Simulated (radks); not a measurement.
# Spin polarisation of the 5p shell in Sb

Aim: the energy gained and the exchange splitting as electrons of the 5p shell of Sb are turned from spin down to spin up.

The numbers are computed with radks (a radial shooting solver on a logarithmic mesh, Libxc functionals) version 1 (non-relativistic Kohn-Sham, r2SCAN, spin-polarised, spherical densities, point nucleus), except any that are marked as measured or tabulated.

## (1) What is computed

* element: antimony (Z = 51)
* charge: 0
* electrons: 51
* configuration: [Kr] 4d10 5s2 5p(up 1.5, down 1.5)

A shell typed twice in an input gives spin up, then spin down.

## (2) No moment

The run's settings:

```text
Z 51
configuration [Kr] 4d10 5s2 5p1.5 5p1.5
relativity non-relativistic
functional r2scan,r2scan
spin polarised
nucleus point
```

## (3) moment 0.75 in 5p

The run's settings:

```text
Z 51
configuration [Kr] 4d10 5s2 5p1.875 5p1.125
relativity non-relativistic
functional r2scan,r2scan
spin polarised
nucleus point
```

## (4) moment 1.5 in 5p

The run's settings:

```text
Z 51
configuration [Kr] 4d10 5s2 5p2.25 5p0.75
relativity non-relativistic
functional r2scan,r2scan
spin polarised
nucleus point
```

## (5) moment 2.25 in 5p

The run's settings:

```text
Z 51
configuration [Kr] 4d10 5s2 5p2.625 5p0.375
relativity non-relativistic
functional r2scan,r2scan
spin polarised
nucleus point
```

## (6) moment 3 in 5p

The run's settings:

```text
Z 51
configuration [Kr] 4d10 5s2 5p3 5p0
relativity non-relativistic
functional r2scan,r2scan
spin polarised
nucleus point
```

Q: Predict the outcome of this session. Wanted: for each run, moment; E − E(0); ε(5p up); ε(5p down); splitting.

As calculated:

```
moment (μB)  E − E(0) (eV)  ε(5p up) (eV)  ε(5p down) (eV)  splitting (eV)
          0          0.000         -5.037           -5.037           0.000
       0.75         -0.116         -5.320           -4.700           0.619
        1.5         -0.467         -5.554           -4.296           1.259
       2.25         -1.066         -5.743           -3.799           1.945
          3         -1.948         -5.885           -3.041           2.844
```

In words: At a moment of 3 μB the energy has fallen by 1.95 eV and the 5p levels split by 2.84 eV, 0.948 eV per μB. The Stoner form E = −I m²/4 would give I = 0.866 eV. The energy falls at every step.
